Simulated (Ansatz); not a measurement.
Set up this calculation in Ansatz 0.2.0, as the native input.

| Property | Result |
| --- | --- |
| Task | band structure |
| Functional | PBEsol |
| Potentials or basis | Ansatz PAW |
| Cutoff | 420 eV (not typed: the program's choice for these potentials) |
| k mesh | 7 × 7 × 7 |
| Occupations | fermi-dirac, width 0.05 eV |
| Spin | spin-orbit coupling, no magnetisation |
| Path | [["G", "X", "W", "K", "G", "L", "U", "W", "L", "K"], ["U", "X"]] |
| Points for each segment of the path | 14 |

The system is GaGe3.

```
Ge Ga
1.0
     0.00000    3.38717    3.38717
     3.38717    0.00000    3.38717
     3.38717    3.38717    0.00000
Ge Ga
3 1
Direct
  0.50000 0.50000 0.50000
  0.75000 0.75000 0.75000
  0.25000 0.25000 0.25000
  0.00000 0.00000 0.00000
```

The cell comes from a database or a generator and needn't be the stable form of this composition.

These files were run (other wordings do the same):

input.yaml

```yaml
crystal:
  lattice:
    - [0.0, 3.387167, 3.387167]
    - [3.387167, 0.0, 3.387167]
    - [3.387167, 3.387167, 0.0]
  atoms:
    - { symbol: Ge, position: [0.5, 0.5, 0.5] }
    - { symbol: Ge, position: [0.75, 0.75, 0.75] }
    - { symbol: Ge, position: [0.25, 0.25, 0.25] }
    - { symbol: Ga, position: [0.0, 0.0, 0.0] }
hamiltonian:
  xc: pbesol
  pseudopotentials: { kind: paw_fr }
magnetization:
  noncollinear: true
  spin_orbit: true
kpoints:
  mp_grid: { grid: [7, 7, 7] }
  band_path:
    path:
      - [[0.0, 0.0, 0.0], [0.5, 0.0, 0.5], [0.5, 0.25, 0.75], [0.375, 0.375, 0.75], [0.0, 0.0, 0.0], [0.5, 0.5, 0.5], [0.625, 0.25, 0.625], [0.5, 0.25, 0.75], [0.5, 0.5, 0.5], [0.375, 0.375, 0.75]]
      - [[0.625, 0.25, 0.625], [0.5, 0.0, 0.5]]
    npoints: 14
scf:
  occupations: { method: fermi_dirac, width: 0.05 }
  n_extra_bands: 10
output:
  forces: true
  stress: true
  eigenvalues: true
  fatbands: false
  write_density: true
  write_potential: true
  elf: true
  volumetric_format: npy
```

Potentials or basis: Ansatz PAW.

Launch:

```bash
$ ansatz run input.yaml --threads 2 --pin off --max-ram 5632MiB --backend cpu --events-out ev --progress --plain --runs-dir out
```

It gave:

```
Pressure               : -3.9 GPa
Band gap on the k mesh : none (metal or under the smearing width)
```

Caveat: the PAW data sets come from PBE, with cores solved anew for the run's functional, which leaves a small shift of forces and pressure.

Wall time 72 s on 2 threads of Arm Neoverse V1 (shared host), peak memory 1 GiB.
